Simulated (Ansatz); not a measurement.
# SiGeHS+ (singlet): wave-function methods side by side, cc-pVDZ

How much of the correlation energy of SiGeHS+ (singlet) does each wave-function method recover here?

Method: cc-pVDZ, core rule «outside noble gas», up to 24 orbitals frozen; program: Ansatz 0.2.0, Gaussian basis.

Plan: UHF; CCSD(T) on RHF; BCCD(T) on RHF; CISD; CCSDT(Q) on RHF; CASSCF and MRCISD+Q, 8 electrons in 8 orbitals; CASSCF and NEVPT4(SD), 8 electrons in 8 orbitals; CASSCF and NEVPT2, 8 electrons in 8 orbitals.

16 further runs of the same task are left out: 7 that didn't finish, 9 set aside as unsound or not needed. Runs told in other sessions of the task aren't counted.

### Step 1. The geometry

The geometry is a PBE0/def2-TZVP stationary point (not a proven minimum) of the parent state, kept for this charge and spin. No spin-orbit coupling is included. The filled d shell of Ge may be among the frozen orbitals whatever the setting's name suggests.

4 atoms, charge 1, spin multiplicity 1.

Atoms are counted from 1 here; the program's logs count them from 0.

Bond lengths: Ge1–S2 2.341 Å, Ge1–Si3 2.294 Å, Ge1–H4 1.540 Å, S2–Si3 2.134 Å. Angles: S2–Ge1–Si3 54.8°, S2–Ge1–H4 100.3°, Si3–Ge1–H4 155.1°, Ge1–S2–Si3 61.5°, Ge1–Si3–S2 63.7°.

### Step 2. UHF

File in.yaml:

```yaml
crystal:
  periodic: [false, false, false]
  atoms:
    - {symbol: Ge, position_ang: [0.000000, -0.017806, 0.919530]}
    - {symbol: S, position_ang: [0.000000, 0.996085, -1.190929]}
    - {symbol: Si, position_ang: [0.000000, -1.135267, -1.084049]}
    - {symbol: H, position_ang: [0.000000, 1.228792, 1.824031]}
basis:
  gaussian: {orbitals: cc-pVDZ}
total_charge: 1
magnetization: {spin_polarized: true, initial_magnetization: 0}
hamiltonian: {xc: hf}
output: {orbitals: {seedname: orbitals}}
```

Launch:

```bash
$ ansatz run in.yaml --threads 1 --pin off --events-out ev --progress --plain --max-ram 2393MiB
```

Further steps of the session: CCSD(T) on RHF; BCCD(T) on RHF; CISD; CCSDT(Q) on RHF; CASSCF and MRCISD+Q, 8 electrons in 8 orbitals; CASSCF and NEVPT4(SD), 8 electrons in 8 orbitals; CASSCF and NEVPT2, 8 electrons in 8 orbitals.

Q: Predict the results of all the runs planned. Wanted: RCCSDT(Q) from the RHF energy; RMP2 from RCCSDT(Q); RCCSD from RCCSDT(Q); RCCSD(T) from RCCSDT(Q); T1 diagnostic.

**Answer**, as computed:

| quantity | value |
| --- | --- |
| RCCSDT(Q) from the RHF energy | -9.1733 eV |
| RMP2 from RCCSDT(Q) | +1432.1 meV |
| RCCSD from RCCSDT(Q) | +537.1 meV |
| RCCSD(T) from RCCSDT(Q) | +80.7 meV |
| levels within 1 kcal/mol (43 meV) | none |
| T1 diagnostic | 0.025 |

RCCSD(T) misses by +80.7 meV, 0.9 % of the correlation energy. These misses are within one basis, not against nature.
